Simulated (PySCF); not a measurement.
# [LaCl2]+: other functionals and bases at one geometry

The task here is to estimate one member of a computed series from the others.

The runs use PySCF 2.14.0; several levels, as the steps say, no spin–orbit coupling.

1 further run of the same task is left out (for a known fault of the program).

### The system as given

3 atoms, charge 1, spin multiplicity 1.

Bond lengths: La1–Cl2 2.503 Å, La1–Cl3 2.503 Å. Angles: Cl2–La1–Cl3 108.9°.

Coordinates:

```xyz
3

La    0.00000    0.00000   -0.60227
Cl    2.03607    0.00000    0.85321
Cl   -2.03607    0.00000    0.85321
```

Formal oxidation states: La +3. The 4f shell is empty and lies in the core potential. An earlier session relaxed this geometry at PBE0, La lcecp-1-SVP with ECP46, Cl def2-SVP (singlet, point group C2v).

At PBE0 on the finer grid: E = -951.308471 Eh, HOMO -13.47 eV, LUMO -7.62 eV, Mulliken charge on La1 +1.37 e, largest force component 0.009 eV/Å. The large-core potential holds the 4f shell empty.

Levels to run: CAM-B3LYP; revPBE; PBE0, TZVP. Hardware: 2 threads of AMD EPYC 7B13 (Zen 3), shared host.

Set-up of the first run:

run.py (the lines that set the calculation) reads:

```python
mol = gto.M(atom='''
La     0.00000     0.00000    -0.60227
Cl     2.03607     0.00000     0.85321
Cl    -2.03607     0.00000     0.85321''',
    basis={'La': 'lcecp-1-SVP', 'Cl': 'def2-SVP'},
    ecp={'La': 'lcecp-1-SVP'},
    charge=1, spin=0)
mf = dft.RKS(mol, xc='CAMB3LYP')
mf.grids.atom_grid = (75, 302)  # f atoms: unpruned, at least (60, 302)
mf = mf.density_fit()  # fitting sets: La AutoAux, Cl def2-universal-JKFIT
mf.conv_tol = 1e-08; mf.max_cycle = 55
mf.kernel(dm0)  # dm0: the density of the relaxed state
```

Started as:

```
OMP_NUM_THREADS=2 python run.py
```

Among the steps run: CAM-B3LYP; revPBE; PBE0, TZVP.

One table of the session follows, with a row left open; its other results are not shown here.

```
              level  HOMO (eV)  gap (eV)  charge on La1 (e)  dipole (D)  largest force component (eV/Å)
PBE0 (relaxed here)     -13.47      5.84               1.37        7.22                            0.01
          CAM-B3LYP     -14.67      7.84               1.36        7.47                            0.10
             revPBE          ?         ?                  ?           ?                               ?
         PBE0, TZVP     -13.41      5.93               1.62        7.10                            0.34
```

**Question.** Estimate the row for revPBE.

**Answer.** HOMO (eV): -12.14; gap (eV): 3.89; charge on La1 (e): 1.27; dipole (D): 6.67; largest force component (eV/Å): 0.36. In the column «HOMO (eV)» it is the highest.

The dipole of a charged species depends on the origin, so these sizes hold for this origin alone.

In one basis the HOMO–LUMO gap runs from 3.89 eV (revPBE) to 7.84 eV (CAM-B3LYP). The largest leftover force, 0.36 eV/Å with revPBE, stands at a geometry relaxed at another level. With 4f in the core, its levels are missing from HOMO and gap, and its count is fixed, so no charge can pass from the ligands into it. Total energies of different levels can't be compared.
